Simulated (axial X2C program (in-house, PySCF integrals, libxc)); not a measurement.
**Linear HTiH⁺ at several levels**

An exercise on one series of results from a longer session: the logs are not shown, and one member is left open.

Computed with an in-house X2C program for linear molecules on PySCF integrals. Level: all-electron X2C, two-component (2c) or spin-free, H dyall-v3z, Ti dyall-v3z.

All values are calculated.

2 further runs of the same task are left out: 2 set aside as unsound or not needed.

Set-up of the first run:

Contents of task.json:

```json
{
 "zs": [
  1,
  22,
  1
 ],
 "q": 1,
 "bas": [
  "dyall-v3z",
  "dyall-v3z",
  "dyall-v3z"
 ],
 "r0": [
  1.68,
  1.68
 ],
 "symm": 1,
 "scan": [
  "PBE0",
  "HF",
  "BHandHLYP"
 ],
 "levels": [
  "PBE0",
  "HF",
  "TPSSh"
 ],
 "nst": 2
}
```

Keys: zs atomic numbers; q charge; bas basis sets; r0 starting distance in Å; symm equal bonds; scan levels of the two-bond scan (MP2 follows by itself at each HF point); levels methods; nst determinants followed.

On the command line:

```sh
python solin.py task.json out
```

Masses H 1.008, Ti 47.948, H 1.008 u.

Among the steps run: Scan at PBE0, 2c; Scan at HF, 2c; Scan at BHandHLYP, 2c.

One table of the session follows, with a row left open; its other results are not shown here.

| level | r(H–Ti) (Å) | r(Ti–H) (Å) | lower stretch (cm⁻¹) | upper stretch (cm⁻¹) |
| --- | --- | --- | --- | --- |
| PBE0, 2c | ? | ? | ? | ? |
| HF, 2c | 1.762 | 1.762 | 1674.2 | 1896.4 |
| BHandHLYP, 2c | 1.748 | 1.748 | 1694.4 | 1826.0 |
| MP2, 2c | 1.737 | 1.737 | 1661.7 | 1870.6 |
| PBE0, spin-free | 1.759 | 1.759 | 1678.5 | 1772.6 |
| HF, spin-free | 1.762 | 1.762 | 1675.4 | 1896.8 |
| BHandHLYP, spin-free | 1.748 | 1.748 | 1695.2 | 1826.6 |
| MP2, spin-free | 1.737 | 1.737 | 1663.4 | 1871.7 |

**Question.** Estimate the row for PBE0, 2c.

As computed: r(H–Ti) (Å): 1.759; r(Ti–H) (Å): 1.759; lower stretch (cm⁻¹): 1677.8; upper stretch (cm⁻¹): 1772.1.

Scans not shown above were run alike.

MP2 freezes inner shells (threshold -2 hartree). The molecule was held linear; bending was not examined, so a bent shape may lie lower. Note: functional without a current term on a determinant with orbital currents, of the molecule or an atom.
